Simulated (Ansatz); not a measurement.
# AlF3: the cost of one run

All numbers below are computed with Ansatz 0.2.0 (RKS PBE0/def2-SVP).

### Step 1. The starting structure

Bond lengths: Al1–F2 1.690 Å, Al1–F3 1.690 Å, Al1–F4 1.690 Å. Angles: F2–Al1–F3 120.0°, F2–Al1–F4 120.0°, F3–Al1–F4 120.0°.

Structure file:

```xyz
4

Al    0.0000    0.0000    0.0000
F     0.0000    0.0000    1.6900
F     1.4635    0.0000   -0.8450
F    -1.4635    0.0000   -0.8450
```

### Step 2. Relaxing the start

input.yaml reads:

```yaml
crystal:
  periodic: [false, false, false]
  atoms:
    - { symbol: Al, position_ang: [0.0, 0.0, 0.0] }
    - { symbol: F, position_ang: [0.0, 0.0, 1.69] }
    - { symbol: F, position_ang: [1.4635, 0.0, -0.845] }
    - { symbol: F, position_ang: [-1.4635, 0.0, -0.845] }
basis:
  gaussian: { orbitals: def2-SVP }
hamiltonian:
  xc: pbe0
relax:
  f_tol: 0.02
  max_steps: 40
```

Command:

```bash
$ ansatz run input.yaml --threads 1 --pin off --max-ram 2048MiB --backend cpu --events-out ev --progress --plain --runs-dir out
```

Q: Estimate wall time and peak memory on 1 thread of Intel Xeon 6975P-C (Granite Rapids), shared host.

About 3.5 s, with a peak of 0.13 GiB.
